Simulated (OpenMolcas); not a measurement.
**Rb: CASSCF and CASPT2 terms and fine-structure levels**

Which level of Rb lies lowest, and where do the others fall? The reference wave functions come first, then spin-orbit coupling, then second-order correlation under several settings.

The numbers are computed with OpenMolcas 26.06 (state-averaged CASSCF and CASPT2, spin-orbit coupling by RASSI with atomic mean-field integrals), except any that are marked as measured or tabulated.

## 1. The atom as given

| Property | Result |
| --- | --- |
| Species | Rb (rubidium, Z = 37, 37 electrons) |
| Basis | ANO-RCC-VDZP [6s5p2d], 31 functions |
| Scalar Hamiltonian | DKH2, point nucleus |
| Inactive shells | 1s 2s 2p 3s 3p 3d 4s 4p |
| Active space | 1 electron in 4 orbitals (5s 5p) |
| Some configurations of this space | 5p, 5s |
| Orbitals | optimised for each spin and parity, averaged over the low roots |

The outer shells:

5p
```
5p [↑ ][  ][  ]
```

5s
```
5s [↑ ]
```

Each step is its own input file, run in one work folder so that later steps find the files of earlier ones. Labels, J, g values, rates, χT and fits are worked out afterwards by a script from the matrices that RASSI stores.

## 2. GATEWAY and SEWARD: basis and integrals

Contents of a.inp:

```
&GATEWAY
Coord
1

Rb 0.0 0.0 0.0
Basis=ANO-RCC-VDZP
Group=XYZ
NoMove
AngMom=0.0 0.0 0.0
AMFI
&SEWARD
```

## 3. CASSCF: doublets of even parity, 1 root

Contents of a.inp:

```
&RASSCF
FileOrb=start.orb
Symmetry=1
Spin=2
nActEl=1 0 0
Inactive=9 9
Ras2=1 3
CIRoot=1 1 1
SDav=1
CIMx=300
Iter=120 100
PrWF=0.3
OrbListing=Nothing
MaxOrb=0
Atom
>>> COPY $Project.JobIph JOB001
```

start.orb holds the contracted functions of the basis, ordered by shell, or the orbitals of the step before.

## 4. CASSCF: doublets of odd parity, 3 roots

Contents of a.inp:

```
&RASSCF
FileOrb=start.orb
Symmetry=2
Spin=2
nActEl=1 0 0
Inactive=9 9
Ras2=1 3
CIRoot=3 3 1
SDav=3
CIMx=300
Iter=120 100
PrWF=0.3
OrbListing=Nothing
MaxOrb=0
Atom
>>> COPY $Project.JobIph JOB002
```

## 5. State interaction with spin-orbit coupling

Contents of a.inp:

```
&RASSI
NrOfJobIphs=2 1 3
1
1 2 3
IphNames
JOB001
JOB002
EJob
SpinOrbit
DIPRint=1.0
SOCoupling=1000.0
Subsets=2
MEES
Property=10
'ANGMOM' 1 'ANGMOM' 2 'ANGMOM' 3 'MLTPL  1' 1 'MLTPL  1' 2 'MLTPL  1' 3
'AMFI' 1 'AMFI' 2 'AMFI' 3 'MLTPL  2' 6
SOProperty=3
'ANGMOM' 1 'ANGMOM' 2 'ANGMOM' 3
```

## 6. CASPT2: IPEA 0.25, imaginary shift 0.1 (closed shells correlated: 4s 4p)

Contents of a.inp:

```
>>> COPY JOB001 $Project.JobIph
&CASPT2
Multistate=1 1
Frozen=8 6
IPEA=0.25
Imaginary=0.1
MaxIter=60
WThr=0.0 0.3 0.05
PrWF=0.5
NoMix
>>> COPY JOB002 $Project.JobIph
&CASPT2
Multistate=3 1 2 3
Frozen=8 6
IPEA=0.25
Imaginary=0.1
MaxIter=60
WThr=0.0 0.3 0.05
PrWF=0.5
NoMix
```

## 7. CASPT2: IPEA 0.25, imaginary shift 0.1 (closed shells correlated: 3d 4s 4p)

Changes to a.inp since step 6:

```diff
@@ -3,3 +3,3 @@
 Multistate=1 1
-Frozen=8 6
+Frozen=3 6
 IPEA=0.25
@@ -13,3 +13,3 @@
 Multistate=3 1 2 3
-Frozen=8 6
+Frozen=3 6
 IPEA=0.25
```

(Steps that only read results are left out.)

**Question.** What will these runs give? Wanted: lowest level; first excited level; strongest of the lines computed, by gA, at SS-CASPT2 energies.

**Answer**, as computed:

| quantity | value |
| --- | --- |
| method | SS-CASPT2, IPEA 0.25, imaginary shift 0.1 (closed shells correlated: 4s 4p) |
| lowest level | 5s ²S_1/2, 100 % of that term, g = 2.002 |
| ground level listed by NIST | 2S1/2 |
| first excited level | 5p ²P°_1/2 at 12140 cm⁻¹ |
| strongest of the lines computed, by gA, at SS-CASPT2 energies | 5p ²P°_3/2 → 5s ²S_1/2, 814.6 nm, A = 4.26e+07 s⁻¹ |

Cost and accuracy by method:

```csv
method,time of its own steps,time with the reference,mean absolute difference from the measured levels (cm-1)
A. CASSCF,6.9 s,6.9 s,1900
"B. SS-CASPT2, IPEA 0.25, imaginary shift 0.1, +4s 4p",0.73 s,7.7 s,490
"C. SS-CASPT2, IPEA 0.25, imaginary shift 0.1, +3d 4s 4p",0.78 s,7.7 s,490
```

Times are of one thread on a shared host.

What this shows: Method C lies closest to the measured levels (490 cm⁻¹ on average, level with B) and A farthest (1900). Only the configurations of the active space and the roots asked for are present. Levels of other configurations are missing from the list.
